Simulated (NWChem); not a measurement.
# UHF/6-31G(d) (spherical functions) run of C3H7 (methylethyl)

What is the electronic atomisation energy of C3H7 (methylethyl) at UHF/6-31G* (spherical functions)? 

The results are computed with NWChem 7.3.0.

2 further runs of the same task are left out: 2 set aside as unsound or not needed.

### 1 The system as given

The species is C3H7 (10 atoms), meant as a doublet with charge 0. As SMILES, `C[CH]C`. The shape is that of a PBE0-D4/def2-TZVP optimisation.

Bond lengths: C1–C2 1.481 Å, C2–C3 1.481 Å, C1–H4 1.096 Å, C1–H5 1.092 Å, C1–H6 1.102 Å, C2–H7 1.084 Å, C3–H8 1.096 Å, C3–H9 1.092 Å, C3–H10 1.102 Å. Some angles: C1–C2–C3 120.7°, C1–C2–H7 119.0°, C3–C2–H7 119.0°, C2–C1–H4 111.4°, C2–C1–H5 112.2°, C2–C1–H6 111.9°, C2–C3–H8 111.4°, C2–C3–H9 112.2°, C2–C3–H10 111.9°, H4–C1–H5 108.1°.

### 2 The energy at UHF/6-31G(d) (spherical functions)

Contents of test.nw:

```
start test
title "C3H7 energy"
memory stack 880 mb heap 220 mb global 1100 mb
charge 0

geometry noautosym nocenter noautoz
  C    -0.670800    0.774700   -0.789100
  C     0.422000   -0.150000   -0.409900
  C     0.462500   -0.759500    0.939200
  H    -1.652400    0.364700   -0.523700
  H    -0.672300    0.993600   -1.858600
  H    -0.593400    1.739600   -0.262500
  H     1.301400   -0.211400   -1.041000
  H    -0.510700   -1.180900    1.217600
  H     1.208800   -1.552900    1.010400
  H     0.704900   -0.018000    1.717600
end

basis spherical bse
  C library 6-31G*
  H library 6-31G*
end

scf
  nopen 1
  uhf
  thresh 1e-08
  maxiter 80
  noprint "final vectors analysis"
end

task scf
```

Started as:

```console
nwchem test.nw > test.out
```

The program printed:

```text
[...]
  functions       =    56
[...]
  wavefunction    = UHF
[...]
         Total SCF energy =   -117.634597163199
      One electron energy =   -307.119348979846
      Two electron energy =    113.762671195915
 Nuclear repulsion energy =     75.722080620733
                       Sz =      0.5000
                 Sz(Sz+1) =      0.7500
                      S^2 =      0.7638
[...]
```

Run time: 5.1 s. Hardware: 1 thread of Intel Xeon Platinum 8488C (Sapphire Rapids), shared host; peak memory 0.1 GiB.

### 3 The C atom

Contents of calc.xyz:

```xyz
1
C
C      0.000000     0.000000     0.000000
```

Contents of calc.nw:

```
echo
start calc
title "C"
memory 2200 mb

geometry noautosym nocenter noautoz
load format xyz calc.xyz
end

basis spherical bse
* library 6-31G*
end

scf
triplet
uhf
thresh 1e-08
maxiter 80
print low
end

task scf energy
```

Run the same way, it converges to -37.68058 Eh (log not shown).

### 4 The H atom at the same level

Contents of run.nw:

```
start run
title "H"
memory 2200 mb
geometry noautosym nocenter noautoz
   H        0.000000       0.000000       0.000000
end
basis spherical bse
   * library 6-31G*
end
scf
   doublet
   uhf
   thresh 1e-08
   maxiter 80
   noprint "final vectors analysis"
end
task scf energy
```

Run the same way, it converges to -0.49823 Eh (log not shown).

### 5 What came out

At UHF/6-31G* (spherical functions):

```
                     quantity          value
       molecule: total energy  -117.63460 Eh
      molecule: dipole moment         0.12 D
               molecule: ⟨S²⟩          0.764
         C atom: total energy   -37.68058 Eh
                 C atom: ⟨S²⟩          2.005
         H atom: total energy    -0.49823 Eh
        H atom: dipole moment         0.00 D
                 H atom: ⟨S²⟩          0.750
electronic atomisation energy      30.075 eV
```

Taking the molecule apart into free atoms costs 30.08 eV (694 kcal/mol), before zero-point energy and without spin-orbit coupling. Hartree–Fock lacks the correlation of the bonding pairs, which as a rule makes this value much too low; in minimal bases other errors can mask that. Mulliken charges (molecule) run from -0.51 on C1 to +0.17 on H4.
